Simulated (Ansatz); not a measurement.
# PO (Phosphorus monoxide): UHSE06/STO-3G

Aim: the electronic atomisation energy of PO (Phosphorus monoxide) at UHSE06/STO-3G, from 3 runs. 

Program for the calculation: Ansatz 0.2.0.

36 further runs of the same task are left out: 5 that didn't finish, 31 set aside as unsound or not needed.

### 1 The molecule

The species is PO (2 atoms), meant as a doublet with charge 0. SMILES: `O=[P]`. Geometry: relaxed at PBE0-D4/def2-TZVP.

Bond lengths: O1–P2 1.474 Å.

### 2 A single-point energy at UHSE06/STO-3G

Contents of job.yaml:

```yaml
crystal:
  periodic: [false, false, false]
  atoms:
    - symbol: O
      position_ang: [0.000000, -0.000000, -0.009450]
    - symbol: P
      position_ang: [-0.000000, 0.000000, 1.464540]
basis:
  gaussian:
    orbitals: STO-3G
magnetization:
  spin_polarized: true
  initial_magnetization: 1
hamiltonian:
  xc: {name: HSE06}
accuracy: high
```

Started as:

```bash
ansatz run job.yaml --threads 1 --pin off --max-ram 3480MiB --events-out events.jsonl --progress --plain --runs-dir runs
```

The log of the run:

```text
Warning: RAYON_NUM_THREADS=1 ignored (pool sized by the plan → 1); use --threads N
Functional definition: HSE06
  name "HSE06"
  parameter a = 0.25
  parameter omega = 0.11/bohr
  exchange = pbe_x - a*pbe_x_sr(omega) + a*exact_x_sr(omega)
  correlation = pbe_c
224 factors; integrals over basis functions are off by at most 1.2e-8 eV
42 factors; integrals over basis functions are off by at most 1.0e-9 eV
mean field evaluation 1: about -11191.6729 eV, gradient 1.9e1 eV
mean field evaluation 2: about -11168.1727 eV, gradient 6.2e1 eV
mean field evaluation 4: about -11194.4429 eV, gradient 3.4e-1 eV
mean field evaluation 8: about -11194.4456 eV, gradient 6.7e-2 eV
mean field evaluation 16: about -11194.4456 eV, gradient 7.1e-8 eV
mean field -11194.44557867 eV, -411.3882871485 hartree, gradient 7.1e-8 eV, S^2 0.750463; 0 other end points of the search recorded, 0 dependent functions left out
reference -11194.44557969 eV, -411.3882871859 hartree; 12, 11 occupied and 2, 3 virtual orbitals, 224 factors
Total energy: -11194.44557969 eV, -411.3882871859 hartree
```

Run time: 1.1 s. Hardware: 1 thread of Intel Xeon Platinum 8488C (Sapphire Rapids), shared host; peak memory 0.12 GiB.

### 3 The O atom at the same level

Contents of job.yaml:

```yaml
crystal:
  periodic: [false, false, false]
  atoms:
    - {symbol: O, position_ang: [0.000000, 0.000000, 0.000000]}
basis:
  gaussian:
    orbitals: STO-3G
magnetization:
  spin_polarized: true
  initial_magnetization: 2
hamiltonian:
  xc: hse06
accuracy: high
```

Run the same way, it converges to -73.97333 Eh (log not shown).

### 4 The P atom at the same level

Contents of input.yaml:

```yaml
crystal:
  periodic: [false, false, false]
  atoms:
    - {symbol: P, position_ang: [0.000000, 0.000000, 0.000000]}
basis:
  gaussian:
    orbitals: STO-3G
magnetization:
  spin_polarized: true
  initial_magnetization: 3
hamiltonian:
  xc: {name: HSE06}
accuracy: high
```

Run the same way, it converges to -337.23333 Eh (log not shown).

### 5 What came out

At UHSE06/STO-3G:

```
                     quantity          value
       molecule: total energy  -411.38829 Eh
               molecule: ⟨S²⟩          0.750
         O atom: total energy   -73.97333 Eh
                 O atom: ⟨S²⟩          2.000
         P atom: total energy  -337.23333 Eh
                 P atom: ⟨S²⟩          3.750
electronic atomisation energy       4.943 eV
```

**Reading.** Taking the molecule apart into free atoms costs 4.94 eV (477 kJ/mol), before zero-point energy and without spin-orbit coupling. In a minimal basis such a difference can be off by several eV, whatever the method.
